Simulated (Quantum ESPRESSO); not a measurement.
RuAu:

```
CELL_PARAMETERS angstrom
3.16481 0.00000 0.00000
0.00000 3.16481 0.00000
0.00000 0.00000 3.16481
ATOMIC_POSITIONS crystal
Ru 0.00000 0.00000 0.00000
Au 0.50000 0.50000 0.50000
```

The cell was built by a generator and needn't be a form met in nature.

| Item | Value |
| --- | --- |
| Program | Quantum ESPRESSO 7.5 |
| Task | single point |
| Functional | PBE |
| Potentials or basis | SSSP 1.3 efficiency PBE |
| Cutoff | 816 eV |
| Density cutoff | 3265 eV |
| k mesh | 8 × 8 × 8 |
| Occupations | fermi-dirac, width 0.05 eV |
| Spin | no spin polarisation |

On this cell: pressure -0.3 GPa; largest force zero by symmetry; band gap on the k mesh none (metal or under the smearing width).

The same run follows on a disturbed copy (atoms moved at random, drawn with an rms of 0.05 Å):

```
CELL_PARAMETERS angstrom
3.16481 0.00000 0.00000
0.00000 3.16481 0.00000
0.00000 0.00000 3.16481
ATOMIC_POSITIONS crystal
Ru 0.00458 0.99713 0.00412
Au 0.48540 0.49897 0.49709
```

Question: What does the disturbed cell give?

Answer: The energy (extrapolated to zero smearing) moves by +9.0 meV/atom; pressure 0.1 GPa; largest force 0.551 eV/Å; band gap on the k mesh none (metal or under the smearing width).

Forces on the atoms (eV/Å):
```
Ru  -0.515  0.050 -0.191
Au   0.515 -0.050  0.191
```

Stress tensor (GPa, compression positive):
```
-0.09 -0.06  0.24
-0.06  0.20 -0.02
 0.24 -0.02  0.17
```
